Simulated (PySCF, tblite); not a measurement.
# C₆H₆FOS radical: geometry, infrared bands and EPR parameters

What infrared bands and EPR parameters should C₆H₆FOS radical (`C=CC1=[C][S@@](=O)[C@H](F)C1`) show?

Computed with tblite 0.8.0 and PySCF 2.14.0, with density-fitted response routines of our own, on a single molecule in the gas phase. Atoms count from 0, in the outputs and in this text.

### Step 1. The starting structure

15 atoms, charge 0, multiplicity 2; geometry from: force field or distance geometry start.

Bonds of the start (Å): C0–C1 1.33, C1–C2 1.47, C2–C3 1.33, C3–S4 1.80, S4–O5 1.51, S4–C6 1.83, C6–F7 1.36, C6–C8 1.51, C8–C2 1.46, C0–H9 1.09, C0–H10 1.08, C1–H11 1.07, C6–H12 1.11, C8–H13 1.13, C8–H14 1.10.

### Step 2. Optimising the geometry with GFN2-xTB

The job: settings as JSON, then the geometry in Å.

```
{"job": {"kind": "relax", "xc": "GFN2-xTB", "basis": "xTB"}, "charge": 0, "multiplicity": 2}
C      2.389900    -0.931700     0.190600
C      1.700900    -0.314000    -0.758800
C      0.361000     0.245800    -0.520700
C     -0.292600     0.861500    -1.502300
S     -1.851600     1.351500    -0.744000
O     -3.027000     1.215500    -1.680700
C     -1.793300     0.027000     0.510500
F     -2.580400     0.294900     1.585800
C     -0.309700     0.186200     0.770800
H      2.037700    -1.084800     1.209600
H      3.370600    -1.324100    -0.048400
H      2.154700    -0.232900    -1.719900
H     -2.044700    -0.930400     0.017100
H     -0.204200     1.217200     1.212200
H      0.084300    -0.573600     1.456300
```

On the command line:

```console
> OMP_NUM_THREADS=1 python probes_run.py task.json out
```

This one command runs all jobs of the session in turn.

**Question.** This job is followed by: GFN2-xTB harmonic vibrations, gas phase; UKS B3LYP, pcH-1 on C F H O S, non-relativistic, mean-field spin-orbit, GIAO. What will the session give for the following? strongest single infrared mode (GFN2-xTB); zero-point energy (GFN2-xTB); g(iso) (B3LYP); ⟨S²⟩; largest a(iso); potential on the surface of density 0.002 e/bohr³, 1st and 99th percentile.

**Answer**, as computed:

| quantity | value |
| --- | --- |
| strongest single infrared mode (GFN2-xTB) | 1129 cm⁻¹, 256 km/mol |
| zero-point energy (GFN2-xTB) | 64.3 kcal/mol |
| g(iso) (B3LYP) | 2.00245 |
| ⟨S²⟩ | 0.762 (exact 0.75) |
| largest a(iso) | 13C on C3, 402.6 MHz |
| potential on the surface of density 0.002 e/bohr³, 1st and 99th percentile | -1.93 V and 1.30 V |

In words: Over 112 steps the energy fell by 0.653 eV; of the close pairs, S4–C6 changed most, 1.825 to 1.918 Å. No mode is imaginary among the 39: a minimum at this level. The strongest single mode, at 1129 cm⁻¹, moves mainly O5 and S4. GFN2-xTB is a fitted tight-binding method: band positions and strengths are rough. Its intensities can rank the bands wrongly. C3 carries the largest spin population, 0.95 e. The isotropic g lies 0.1 ppt above the free-electron value. The conformer search found further structures of the same energy, which may be mirror or relabelled copies of this one.
